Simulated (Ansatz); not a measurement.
# HF/STO-3G run of SnNH2F (SMILES [NH2][Sn][F])

Aim: the vertical singlet–triplet gap of SnNH2F at HF/STO-3G, from 2 runs. 

The calculation is run with Ansatz 0.2.0.

69 further runs of the same task are left out: 69 set aside as unsound or not needed.

### 1 The structure to begin with

SnNH2F: 5 atoms, total charge 0, spin state singlet. As SMILES, `[NH2][Sn][F]`. Geometry: relaxed at PBE0-D4/def2-TZVP. This is one conformer, not always the lowest.

Bond lengths: N1–Sn2 2.003 Å, Sn2–F3 1.951 Å, N1–H4 1.008 Å, N1–H5 1.010 Å. Angles: N1–Sn2–F3 92.0°, Sn2–N1–H4 126.2°, Sn2–N1–H5 121.8°, H4–N1–H5 112.0°.

### 2 A single-point energy at HF/STO-3G

The input, molecule.yaml:

```yaml
crystal:
  periodic: [false, false, false]
  atoms:
    - {symbol: N, position_ang: [-0.302900, 0.495500, -0.393300]}
    - {symbol: Sn, position_ang: [0.338900, -0.053700, 1.423200]}
    - {symbol: F, position_ang: [0.966900, -1.775900, 0.754300]}
    - {symbol: H, position_ang: [-0.746800, 1.369300, -0.629100]}
    - {symbol: H, position_ang: [-0.206200, -0.108900, -1.196600]}
basis:
  gaussian:
    orbitals: STO-3G
hamiltonian:
  xc: hf
accuracy: high
output: {orbitals: {seedname: orbitals}}
```

Run with:

```console
$ ansatz run molecule.yaml --threads 1 --pin off --max-ram 3480MiB --events-out events.jsonl --progress --plain --runs-dir runs
```

Standard output:

```text
Warning: RAYON_NUM_THREADS=1 ignored (pool sized by the plan → 1); use --threads N
Functional definition: HF
  name "HF"
  exchange = exact_x
  correlation = 0
734 factors; integrals over basis functions are off by at most 4.8e-9 eV
mean field evaluation 1: about -166428.7433 eV, gradient 2.1e1 eV
mean field evaluation 2: about -166428.8545 eV, gradient 2.1e1 eV
mean field evaluation 4: about -166431.1017 eV, gradient 1.5e0 eV
mean field evaluation 8: about -166431.1219 eV, gradient 3.8e-4 eV
mean field -166431.12193753 eV, -6116.2309201382 hartree, gradient 1.3e-8 eV, S^2 0.000000; 0 other end points of the search recorded, 0 dependent functions left out
reference -166431.12193753 eV, -6116.2309201382 hartree; 34, 34 occupied and 5, 5 virtual orbitals, 734 factors
Total energy: -166431.12193753 eV, -6116.2309201382 hartree
```

Run time: 0.79 s. Hardware: 1 thread of Arm Neoverse V1, shared host; peak memory 0.095 GiB.

### 3 The triplet

The input, in.yaml:

```yaml
crystal:
  periodic: [false, false, false]
  atoms:
    - symbol: N
      position_ang: [-0.302900, 0.495500, -0.393300]
    - symbol: Sn
      position_ang: [0.338900, -0.053700, 1.423200]
    - symbol: F
      position_ang: [0.966900, -1.775900, 0.754300]
    - symbol: H
      position_ang: [-0.746800, 1.369300, -0.629100]
    - symbol: H
      position_ang: [-0.206200, -0.108900, -1.196600]
basis:
  gaussian:
    orbitals: STO-3G
magnetization:
  spin_polarized: true
  initial_magnetization: 2
hamiltonian:
  xc: hf
accuracy: high
output: {orbitals: {seedname: orbitals}}
```

Run with:

```console
$ ansatz run in.yaml --threads 1 --pin off --max-ram 3480MiB --events-out events.jsonl --progress --plain --runs-dir runs
```

Standard output:

```text
Warning: RAYON_NUM_THREADS=1 ignored (pool sized by the plan → 1); use --threads N
[... 4 set-up lines as earlier in the session ...]
734 factors; integrals over basis functions are off by at most 4.8e-9 eV
mean field evaluation 1: about -166426.5415 eV, gradient 1.3e1 eV
mean field evaluation 2: about -166426.6704 eV, gradient 1.3e1 eV
mean field evaluation 4: about -166428.8040 eV, gradient 1.7e0 eV
mean field evaluation 8: about -166428.8989 eV, gradient 4.9e-3 eV
mean field evaluation 16: about -166427.4478 eV, gradient 4.3e0 eV
mean field evaluation 32: about -166424.5088 eV, gradient 1.2e1 eV
mean field -166428.89335849 eV, -6116.1490213690 hartree, gradient 4.2e-8 eV, S^2 2.003990; 2 other end points of the search recorded, 0 dependent functions left out
reference -166428.89335849 eV, -6116.1490213690 hartree; 35, 33 occupied and 4, 6 virtual orbitals, 734 factors
Total energy: -166428.89335849 eV, -6116.1490213690 hartree
```

Wall time 1.6 s (1 thread of Arm Neoverse V1, shared host); peak memory 0.12 GiB.

### 4 Outcome

At HF/STO-3G:

| quantity | value |
| --- | --- |
| singlet: total energy | -6116.23092 Eh |
| singlet: HOMO energy | -5.50 eV |
| singlet: LUMO energy | 5.44 eV |
| singlet: HOMO–LUMO gap | 10.95 eV |
| triplet: total energy | -6116.14902 Eh |
| triplet: HOMO energy (highest over α and β) | -3.14 eV |
| triplet: LUMO energy (lowest over α and β) | 3.29 eV |
| triplet: ⟨S²⟩ | 2.004 |
| vertical energy of the triplet above the singlet | 2.229 eV |

In words: At this shape the triplet lies 2.23 eV (215 kJ/mol) above the singlet. In a minimal basis such a difference can be off by several eV, whatever the method. Relativity is left out (singlet) although the molecule holds a heavy atom. Relativity is left out (triplet) although the molecule holds a heavy atom.
